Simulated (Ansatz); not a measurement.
K2CuBr2F2:

```xyz
7
Lattice="5.0293 0.0000 0.0000 0.0000 5.0293 0.0000 0.0000 0.0000 6.6349" Properties=species:S:1:pos:R:3 pbc="T T T"
Br    2.5147    0.0000    0.0000
Br    0.0000    2.5147    0.0000
Cu    0.0000    0.0000    0.0000
K     2.5147    0.0000    3.3174
K     0.0000    2.5147    3.3174
F     2.5147    2.5147    3.3174
F     0.0000    0.0000    3.3174
```

The cell comes from a database or a generator and needn't be the stable form of this composition.

Base run:

| Property | Result |
| --- | --- |
| Program | Ansatz 0.2.0 |
| Functional | PBEsol |
| Potentials or basis | Ansatz PAW |
| Cutoff | 420 eV |
| Density cutoff | 1680 eV |
| k mesh | 5 × 5 × 4 |
| Occupations | gaussian, width 0.02 eV |
| Spin | no spin polarisation |

Its results: band gap on the k mesh none (metal or under the smearing width); pressure -1.2 GPa.

Problem. The run is repeated on the same cell with these changes: occupations from gaussian, width 0.02 eV to gaussian, width 0.05 eV; dispersion from none to D4. What comes out?

Solution. Band gap on the k mesh none (metal or under the smearing width); pressure -1.7 GPa.

Caveats: an odd number of electrons without spin polarisation forces a metal; a magnetic or distorted state may lie lower; the run has no spin polarisation, though such a crystal can be magnetic; semilocal functionals often make such compounds metallic where correlation or magnetic order opens a gap, which also shifts bond lengths; the PAW data sets come from PBE, with cores solved anew for the run's functional, which leaves a small shift of forces and pressure; pairwise dispersion overbinds metals, which lowers pressure and volume (some runs).

Not every run made on this cell is shown here.
